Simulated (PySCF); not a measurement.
# A diatomic session: MgI+

One table from this session's results is given with a row withheld; the runs are named, their logs left out.

Program: PySCF 2.14.0. Level of theory: Mg jorge-DZP-DKH, I jorge-DZP-DKH, spin-free X2C with a Gaussian nucleus. These are calculated values, not measurements.

Set-up of the first run:

The job is set up so:

```yaml
atoms: Mg, I
charge: 1
basis: Mg jorge-DZP-DKH, I jorge-DZP-DKH
Hamiltonian: spin-free X2C with a Gaussian nucleus
basis_functions: 72
electrons_treated: 64
masses_in_u: 23.9850, 126.9045
levels: PBE0, PBE, r²SCAN, PW91, M06-L, TPSS, LC-ωPBE, HF, MP2, SCS-MP2, CCSD, CCSD(T)
grid: 80 radial by 434 angular points
occupations: held fixed by the projection of orbital angular momentum
dissociation_limit: Mg+ + I, each in its ground configuration
starting_distance_in_angstrom: 2.765
values_of_2S_to_try: 0, 2
```

Started as:

```console
$ OMP_NUM_THREADS=1 python dia.py task.json out
```

Steps of the session up to this table: The job; First curve: PBE0; Higher solutions at PBE0; PBE (GGA); r²SCAN (meta-GGA); PW91; M06-L; TPSS; LC-ωPBE (range-separated hybrid); RHF (mean field); Adding correlation.

One of the session's tables, all rows but one given; the rest of the session is left out.

It belongs to the step «Constants by level of theory». 

| level | Re (Å) | ωe (cm⁻¹) | De (eV) |
| --- | --- | --- | --- |
| RHF | 2.465 | 402 | 1.52 |
| RHF-MP2 | 2.451 | 406 | 2.44 |
| RHF-SCS-MP2 | 2.457 | 401 | 2.37 |
| RHF-CCSD | 2.463 | 395 | 2.44 |
| RHF-CCSD(T) | 2.466 | 392 | 2.52 |
| PBE | 2.478 | 376 | 2.67 |
| PW91 | 2.476 | 377 | 2.72 |
| TPSS | 2.476 | 380 | 2.71 |
| r²SCAN | ? | ? | ? |
| M06-L | 2.455 | 405 | 2.71 |
| PBE0 | 2.461 | 391 | 2.56 |
| LC-ωPBE | 2.440 | 410 | 2.41 |

**Question.** Estimate the row for r²SCAN.

**Answer.** Re (Å): 2.463; ωe (cm⁻¹): 395; De (eV): 2.59.
